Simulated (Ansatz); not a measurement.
The system is HfIn4SiO6.

```
Hf In Si O
1.0
     3.23023   -5.57768   -0.02470
     3.23023    5.57768   -0.02470
    -1.49068    0.00000    6.32030
Hf In Si O
1 4 1 6
Direct
  0.10178 0.10178 0.00912
  0.79222 0.48204 0.00818
  0.48204 0.79222 0.00818
  0.54472 0.21983 0.48398
  0.21983 0.54472 0.48398
  0.85433 0.85433 0.44523
  0.83500 0.58822 0.38104
  0.58822 0.83500 0.38104
  0.02899 0.02899 0.29500
  0.97920 0.97920 0.69555
  0.42852 0.14514 0.07435
  0.14514 0.42852 0.07435
```

The cell was built by a generator and needn't be a form met in nature.

- Program: Ansatz 0.2.0
- Task: relaxation of cell and atoms
- Functional: PBE
- Dispersion: D3(BJ)
- Potentials or basis: Ansatz PAW
- Cutoff: 420 eV (not typed: the program's choice for these potentials)
- k mesh: 4 × 4 × 3
- Occupations: fermi-dirac, width 0.05 eV
- Spin: no spin polarisation

At the start: volume 18.94 Å³/atom.

**Question.** How do energy, volume and symmetry change on relaxing?

**Answer.** It ends after 18 steps and the volume is 17.71 Å³/atom (-6.5 %); space group Cm (No. 8, to 0.05 Å).

The path:
```
step  energy change (eV)  largest force (eV/Å)  volume (Å³)
   1              0.0000                0.0134       227.34
   2             -0.0364                0.3334       215.47
   3             -0.0684                0.2275       218.37
   4             -0.0743                0.1578       218.23
   5             -0.0816                0.3894       216.70
   6             -0.0968                0.1173       215.31
   7             -0.1039                0.1007       214.27
   8             -0.1086                0.0662       213.44
   9             -0.1100                0.0398       213.62
  10             -0.1107                0.0628       213.32
  11             -0.1110                0.0267       213.48
  12             -0.1110                0.0063       213.50
  13             -0.0940                0.0065       213.50
  14             -0.0971                0.0552       212.42
  15             -0.0971                0.0312       212.48
  16             -0.0976                0.0149       212.38
  17             -0.0973                0.0082       212.48
  18             -0.0952                0.0082       212.48
```

Final structure:
```
Hf In Si O
1.0
     3.02600   -5.48873   -0.06025
     3.02600    5.48873   -0.06025
    -1.46517    0.00000    6.42569
Hf In Si O
1 4 1 6
Direct
  0.08530 0.08530 0.00371
  0.79410 0.48304 0.00701
  0.48304 0.79410 0.00701
  0.54759 0.21450 0.50334
  0.21450 0.54759 0.50334
  0.86029 0.86029 0.44324
  0.83341 0.58352 0.37356
  0.58352 0.83341 0.37356
  0.06211 0.06211 0.31341
  0.97764 0.97764 0.69270
  0.42590 0.13260 0.05957
  0.13260 0.42590 0.05957
```

Caveat: the plane-wave basis is chosen anew once the cell has moved, so the energies of steps on either side of that aren't comparable; the pressure holds a Pulay correction of +0.4 GPa for the finite cutoff.
